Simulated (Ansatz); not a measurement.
# H2Br (doublet): wB97M-V, B2PLYP, RPA-PBE over a scan of the distance Br1–H2 along a hydrogen transfer, cc-pVTZ, part 2 of 2

Ansatz 0.2.0, Gaussian basis; cc-pVTZ, all electrons in the functionals, frozen cores in the correlation of double hybrids and RPA. The steps go on from the part before.

### 10 B2PLYP, 1.617 Å

in.yaml reads:

```yaml
crystal:
  periodic: [false, false, false]
  atoms:
    - {symbol: Br, position_ang: [0.000000, 0.000000, -1.352333]}
    - {symbol: H, position_ang: [0.000000, 0.000000, 0.264667]}
    - {symbol: H, position_ang: [0.000000, 0.000000, 1.087667]}
basis:
  gaussian: {orbitals: cc-pVTZ}
magnetization: {spin_polarized: true, initial_magnetization: 1}
hamiltonian: {xc: {name: B2PLYP}}
correlation: {electrons: outside_noble_gas}
```

Run with:

```console
> ansatz run in.yaml --threads 1 --pin off --events-out ev --progress --plain --max-ram 2393MiB
```

Log:

```text
Functional definition: B2PLYP
  name "B2PLYP"
  cite "Grimme, J. Chem. Phys. 124, 034108 (2006) doi:10.1063/1.2148954"
  cite "Becke, Phys. Rev. A 38, 3098 (1988) doi:10.1103/PhysRevA.38.3098"
  cite "Lee, Yang & Parr, Phys. Rev. B 37, 785 (1988) doi:10.1103/PhysRevB.37.785"
  parameter a = 0.53
  parameter c = 0.27
  exchange = (1 - a)*b88_x + a*exact_x
  correlation = (1 - c)*lyp_c + c*(mp2_os + mp2_ss)
423 factors; integrals over basis functions are off by at most 1.2e-3 eV
mean field evaluation 1: about -70064.5967 eV, gradient 4.2e0 eV
mean field evaluation 2: about -70064.6181 eV, gradient 4.2e0 eV
mean field evaluation 4: about -70064.7911 eV, gradient 7.9e-1 eV
mean field evaluation 8: about -70064.7958 eV, gradient 1.8e-2 eV
mean field evaluation 16: about -70064.7958 eV, gradient 1.8e-5 eV
mean field -70064.79580463 eV, -2574.8337541958 hartree, gradient 4.5e-6 eV, S^2 0.764555; 2 other end points of the search recorded, 0 dependent functions left out
14 core orbitals not correlated: weight in the atoms' cores, before any rotation towards them, 1.000 or more for the frozen orbitals, at most 0.000 for the correlated occupied ones
reference -70064.79592326 eV, -2574.8337585553 hartree; 5, 4 occupied and 52, 53 virtual orbitals, 423 factors
second order -5.99667659 eV of doubles, -0.00000000 eV of singles
Total energy: -70066.41502594 eV, -2574.8932594813 hartree
```

Run time: 1.8 s. Hardware: 1 thread of Intel Xeon 6975P-C, shared host.

From the report: ⟨S²⟩ of the determinant 0.765 (pure doublet: 0.75).

From 1.421 Å: -0.355 eV.

### 11 B2PLYP, 1.695 Å

in.yaml reads:

```yaml
crystal:
  periodic: [false, false, false]
  atoms:
    - {symbol: Br, position_ang: [0.000000, 0.000000, -1.378333]}
    - {symbol: H, position_ang: [0.000000, 0.000000, 0.316667]}
    - {symbol: H, position_ang: [0.000000, 0.000000, 1.061667]}
basis:
  gaussian: {orbitals: cc-pVTZ}
magnetization: {spin_polarized: true, initial_magnetization: 1}
hamiltonian: {xc: {name: B2PLYP}}
correlation: {electrons: outside_noble_gas}
```

Same command.

Log:

```text
Functional definition: B2PLYP
  name "B2PLYP"
  cite "Grimme, J. Chem. Phys. 124, 034108 (2006) doi:10.1063/1.2148954"
  cite "Becke, Phys. Rev. A 38, 3098 (1988) doi:10.1103/PhysRevA.38.3098"
  cite "Lee, Yang & Parr, Phys. Rev. B 37, 785 (1988) doi:10.1103/PhysRevB.37.785"
  parameter a = 0.53
  parameter c = 0.27
  exchange = (1 - a)*b88_x + a*exact_x
  correlation = (1 - c)*lyp_c + c*(mp2_os + mp2_ss)
423 factors; integrals over basis functions are off by at most 1.2e-3 eV
mean field evaluation 1: about -70064.6818 eV, gradient 4.2e0 eV
mean field evaluation 2: about -70064.7014 eV, gradient 4.2e0 eV
mean field evaluation 4: about -70064.8629 eV, gradient 4.4e-1 eV
mean field evaluation 8: about -70064.8651 eV, gradient 1.2e-2 eV
mean field evaluation 16: about -70064.8651 eV, gradient 1.3e-5 eV
mean field -70064.86507350 eV, -2574.8362997799 hartree, gradient 2.9e-6 eV, S^2 0.760983; 2 other end points of the search recorded, 0 dependent functions left out
14 core orbitals not correlated: weight in the atoms' cores, before any rotation towards them, 1.000 or more for the frozen orbitals, at most 0.000 for the correlated occupied ones
reference -70064.86519011 eV, -2574.8363040652 hartree; 5, 4 occupied and 52, 53 virtual orbitals, 423 factors
second order -5.91068924 eV of doubles, -0.00000000 eV of singles
Total energy: -70066.46107621 eV, -2574.8949517975 hartree
```

Wall time 1.8 s (1 thread of Intel Xeon 6975P-C, shared host).

From the report: ⟨S²⟩ of the determinant 0.761 (pure doublet: 0.75).

From 1.421 Å: -0.401 eV.

### 12 RPA-PBE, 1.421 Å

in.yaml reads:

```yaml
crystal:
  periodic: [false, false, false]
  atoms:
    - {symbol: Br, position_ang: [0.000000, 0.000000, -1.286867]}
    - {symbol: H, position_ang: [0.000000, 0.000000, 0.133733]}
    - {symbol: H, position_ang: [0.000000, 0.000000, 1.153133]}
basis:
  gaussian: {orbitals: cc-pVTZ}
magnetization: {spin_polarized: true, initial_magnetization: 1}
hamiltonian: {xc: {name: PBE}}
correlation: {method: rpa, electrons: outside_noble_gas}
```

Same command.

Log:

```text
Functional definition: PBE
  name "PBE"
  cite "Perdew, Burke & Ernzerhof, Phys. Rev. Lett. 77, 3865 (1996) doi:10.1103/PhysRevLett.77.3865"
  parent pbe
  parameter kappa = 0.804
  parameter beta = 0.06672455060314922
  exchange = pbe_x(kappa = kappa, mu = beta*pi^2/3)
  correlation = pbe_c(beta = beta)
429 factors; integrals over basis functions are off by at most 1.3e-3 eV
mean field evaluation 1: about -70066.5897 eV, gradient 8.0e0 eV
mean field evaluation 2: about -70066.5852 eV, gradient 8.0e0 eV
mean field evaluation 4: about -70066.9664 eV, gradient 1.9e0 eV
mean field evaluation 8: about -70066.9923 eV, gradient 1.8e-2 eV
mean field evaluation 16: about -70066.9923 eV, gradient 2.3e-6 eV
mean field -70066.99234350 eV, -2574.9144755103 hartree, gradient 5.9e-7 eV, S^2 0.753820; 0 other end points of the search recorded, 0 dependent functions left out
14 core orbitals not correlated: weight in the atoms' cores, before any rotation towards them, 1.000 or more for the frozen orbitals, at most 0.000 for the correlated occupied ones
reference -70028.77638973 eV, -2573.5100651132 hartree; 5, 4 occupied and 52, 53 virtual orbitals, 429 factors
Total energy: -70037.88027268 eV, -2573.8446266406 hartree
```

Run time: 0.81 s. Hardware: 1 thread of Intel Xeon 6975P-C, shared host.

From the report: ⟨S²⟩ of the determinant 0.754 (pure doublet: 0.75).

### 13 RPA-PBE, 1.460 Å

in.yaml reads:

```yaml
crystal:
  periodic: [false, false, false]
  atoms:
    - {symbol: Br, position_ang: [0.000000, 0.000000, -1.300000]}
    - {symbol: H, position_ang: [0.000000, 0.000000, 0.160000]}
    - {symbol: H, position_ang: [0.000000, 0.000000, 1.140000]}
basis:
  gaussian: {orbitals: cc-pVTZ}
magnetization: {spin_polarized: true, initial_magnetization: 1}
hamiltonian: {xc: {name: PBE}}
correlation: {method: rpa, electrons: outside_noble_gas}
```

Launched as before.

Log:

```text
Functional definition: PBE
  name "PBE"
  cite "Perdew, Burke & Ernzerhof, Phys. Rev. Lett. 77, 3865 (1996) doi:10.1103/PhysRevLett.77.3865"
  parent pbe
  parameter kappa = 0.804
  parameter beta = 0.06672455060314922
  exchange = pbe_x(kappa = kappa, mu = beta*pi^2/3)
  correlation = pbe_c(beta = beta)
429 factors; integrals over basis functions are off by at most 1.3e-3 eV
mean field evaluation 1: about -70066.6914 eV, gradient 8.0e0 eV
mean field evaluation 2: about -70066.6866 eV, gradient 8.0e0 eV
mean field evaluation 4: about -70067.0628 eV, gradient 2.1e0 eV
mean field evaluation 8: about -70067.0924 eV, gradient 1.8e-2 eV
mean field evaluation 16: about -70067.0924 eV, gradient 4.6e-6 eV
mean field -70067.09235477 eV, -2574.9181508568 hartree, gradient 4.3e-6 eV, S^2 0.754169; 0 other end points of the search recorded, 0 dependent functions left out
14 core orbitals not correlated: weight in the atoms' cores, before any rotation towards them, 1.000 or more for the frozen orbitals, at most 0.000 for the correlated occupied ones
reference -70028.83040079 eV, -2573.5120499830 hartree; 5, 4 occupied and 52, 53 virtual orbitals, 429 factors
Total energy: -70037.97571366 eV, -2573.8481340320 hartree
```

It took 0.81 s on 1 thread of Intel Xeon 6975P-C, shared host.

From the report: ⟨S²⟩ of the determinant 0.754 (pure doublet: 0.75).

From 1.421 Å: -0.095 eV.

### 14 RPA-PBE, 1.538 Å

in.yaml reads:

```yaml
crystal:
  periodic: [false, false, false]
  atoms:
    - {symbol: Br, position_ang: [0.000000, 0.000000, -1.326000]}
    - {symbol: H, position_ang: [0.000000, 0.000000, 0.212000]}
    - {symbol: H, position_ang: [0.000000, 0.000000, 1.114000]}
basis:
  gaussian: {orbitals: cc-pVTZ}
magnetization: {spin_polarized: true, initial_magnetization: 1}
hamiltonian: {xc: {name: PBE}}
correlation: {method: rpa, electrons: outside_noble_gas}
```

Launched as before.

Log:

```text
Functional definition: PBE
  name "PBE"
  cite "Perdew, Burke & Ernzerhof, Phys. Rev. Lett. 77, 3865 (1996) doi:10.1103/PhysRevLett.77.3865"
  parent pbe
  parameter kappa = 0.804
  parameter beta = 0.06672455060314922
  exchange = pbe_x(kappa = kappa, mu = beta*pi^2/3)
  correlation = pbe_c(beta = beta)
425 factors; integrals over basis functions are off by at most 1.3e-3 eV
mean field evaluation 1: about -70066.8202 eV, gradient 8.3e0 eV
mean field evaluation 2: about -70066.8158 eV, gradient 8.3e0 eV
mean field evaluation 4: about -70067.2052 eV, gradient 2.3e0 eV
mean field evaluation 8: about -70067.2416 eV, gradient 2.5e-2 eV
mean field evaluation 16: about -70067.2416 eV, gradient 2.9e-6 eV
mean field evaluation 32: about -70066.7786 eV, gradient 7.3e0 eV
mean field -70067.24158043 eV, -2574.9236347985 hartree, gradient 5.6e-7 eV, S^2 0.754383; 5 other end points of the search recorded, 0 dependent functions left out
14 core orbitals not correlated: weight in the atoms' cores, before any rotation towards them, 1.000 or more for the frozen orbitals, at most 0.000 for the correlated occupied ones
reference -70028.94398747 eV, -2573.5162242164 hartree; 5, 4 occupied and 52, 53 virtual orbitals, 425 factors
Total energy: -70038.14207797 eV, -2573.8542478077 hartree
```

Run time: 1.9 s. Hardware: 1 thread of Intel Xeon 6975P-C, shared host.

From the report: ⟨S²⟩ of the determinant 0.754 (pure doublet: 0.75).

From 1.421 Å: -0.262 eV.

### 15 RPA-PBE, 1.617 Å

in.yaml reads:

```yaml
crystal:
  periodic: [false, false, false]
  atoms:
    - {symbol: Br, position_ang: [0.000000, 0.000000, -1.352333]}
    - {symbol: H, position_ang: [0.000000, 0.000000, 0.264667]}
    - {symbol: H, position_ang: [0.000000, 0.000000, 1.087667]}
basis:
  gaussian: {orbitals: cc-pVTZ}
magnetization: {spin_polarized: true, initial_magnetization: 1}
hamiltonian: {xc: {name: PBE}}
correlation: {method: rpa, electrons: outside_noble_gas}
```

Launched as before.

Log:

```text
Functional definition: PBE
  name "PBE"
  cite "Perdew, Burke & Ernzerhof, Phys. Rev. Lett. 77, 3865 (1996) doi:10.1103/PhysRevLett.77.3865"
  parent pbe
  parameter kappa = 0.804
  parameter beta = 0.06672455060314922
  exchange = pbe_x(kappa = kappa, mu = beta*pi^2/3)
  correlation = pbe_c(beta = beta)
423 factors; integrals over basis functions are off by at most 1.2e-3 eV
mean field evaluation 1: about -70066.8562 eV, gradient 8.8e0 eV
mean field evaluation 2: about -70066.8522 eV, gradient 8.8e0 eV
mean field evaluation 4: about -70067.2895 eV, gradient 2.5e0 eV
mean field evaluation 8: about -70067.3316 eV, gradient 4.0e-2 eV
mean field evaluation 16: about -70067.3316 eV, gradient 5.7e-6 eV
mean field evaluation 32: about -70066.9376 eV, gradient 6.9e0 eV
mean field -70067.33157580 eV, -2574.9269420675 hartree, gradient 2.4e-6 eV, S^2 0.753938; 5 other end points of the search recorded, 0 dependent functions left out
14 core orbitals not correlated: weight in the atoms' cores, before any rotation towards them, 1.000 or more for the frozen orbitals, at most 0.000 for the correlated occupied ones
reference -70029.08119201 eV, -2573.5212663903 hartree; 5, 4 occupied and 52, 53 virtual orbitals, 423 factors
Total energy: -70038.28342037 eV, -2573.8594420449 hartree
```

Run time: 2.4 s. Hardware: 1 thread of Intel Xeon 6975P-C, shared host.

From the report: ⟨S²⟩ of the determinant 0.754 (pure doublet: 0.75).

From 1.421 Å: -0.403 eV.

### 16 RPA-PBE, 1.695 Å

in.yaml reads:

```yaml
crystal:
  periodic: [false, false, false]
  atoms:
    - {symbol: Br, position_ang: [0.000000, 0.000000, -1.378333]}
    - {symbol: H, position_ang: [0.000000, 0.000000, 0.316667]}
    - {symbol: H, position_ang: [0.000000, 0.000000, 1.061667]}
basis:
  gaussian: {orbitals: cc-pVTZ}
magnetization: {spin_polarized: true, initial_magnetization: 1}
hamiltonian: {xc: {name: PBE}}
correlation: {method: rpa, electrons: outside_noble_gas}
```

Same command.

Log:

```text
Functional definition: PBE
  name "PBE"
  cite "Perdew, Burke & Ernzerhof, Phys. Rev. Lett. 77, 3865 (1996) doi:10.1103/PhysRevLett.77.3865"
  parent pbe
  parameter kappa = 0.804
  parameter beta = 0.06672455060314922
  exchange = pbe_x(kappa = kappa, mu = beta*pi^2/3)
  correlation = pbe_c(beta = beta)
423 factors; integrals over basis functions are off by at most 1.2e-3 eV
mean field evaluation 1: about -70066.7662 eV, gradient 9.5e0 eV
mean field evaluation 2: about -70066.7618 eV, gradient 9.5e0 eV
mean field evaluation 4: about -70067.2764 eV, gradient 2.7e0 eV
mean field evaluation 8: about -70067.3233 eV, gradient 4.8e-2 eV
mean field evaluation 16: about -70067.3233 eV, gradient 3.9e-6 eV
mean field evaluation 32: about -70067.3163 eV, gradient 3.4e-1 eV
mean field -70067.32332482 eV, -2574.9266388495 hartree, gradient 1.7e-6 eV, S^2 0.753211; 7 other end points of the search recorded, 0 dependent functions left out
14 core orbitals not correlated: weight in the atoms' cores, before any rotation towards them, 1.000 or more for the frozen orbitals, at most 0.000 for the correlated occupied ones
reference -70029.18733645 eV, -2573.5251671266 hartree; 5, 4 occupied and 52, 53 virtual orbitals, 423 factors
Total energy: -70038.35044670 eV, -2573.8619052173 hartree
```

Run time: 2.9 s. Hardware: 1 thread of Intel Xeon 6975P-C, shared host.

From the report: ⟨S²⟩ of the determinant 0.753 (pure doublet: 0.75).

From 1.421 Å: -0.470 eV.

### 17 Against the wave-function levels

The yardstick is UCCSDT(Q), where the cluster series has nearly closed. It comes from earlier runs at the same points. Energies in eV, counted from 1.421 Å; blanks weren't run or aren't comparable.

```
    level  1.421 Å  1.460 Å  1.538 Å  1.617 Å  1.695 Å
UCCSDT(Q)    0.000   -0.083   -0.226   -0.351   -0.411
  wB97M-V    0.000   -0.093   -0.253   -0.390   -0.453
   B2PLYP    0.000   -0.089   -0.236   -0.355   -0.401
  RPA-PBE    0.000   -0.095   -0.262   -0.403   -0.470
```

Largest miss and mean time a point (UCCSDT(Q) took 36 s a point; shared hosts):

```
  level  largest miss (eV)    where  time a point
wB97M-V             -0.041  1.695 Å         3.1 s
 B2PLYP             +0.011  1.695 Å         1.4 s
RPA-PBE             -0.059  1.695 Å         1.7 s
```

### 18 Summary of results

What follows sums up all 2 parts.

| quantity | value |
| --- | --- |
| span of the UCCSDT(Q) curve | 0.411 eV |
| largest miss, wB97M-V | -0.041 eV (1.695 Å) |
| largest miss, B2PLYP | +0.011 eV (1.695 Å) |
| largest miss, RPA-PBE | -0.059 eV (1.695 Å) |

**Reading.** Of the functionals, B2PLYP keep the smallest largest miss at the points compared (at most 0.011 eV) and RPA-PBE strays most (0.059 eV, at 1.695 Å). Functionals and the yardstick converge differently with the basis, so part of each miss in cc-pVTZ is the basis.
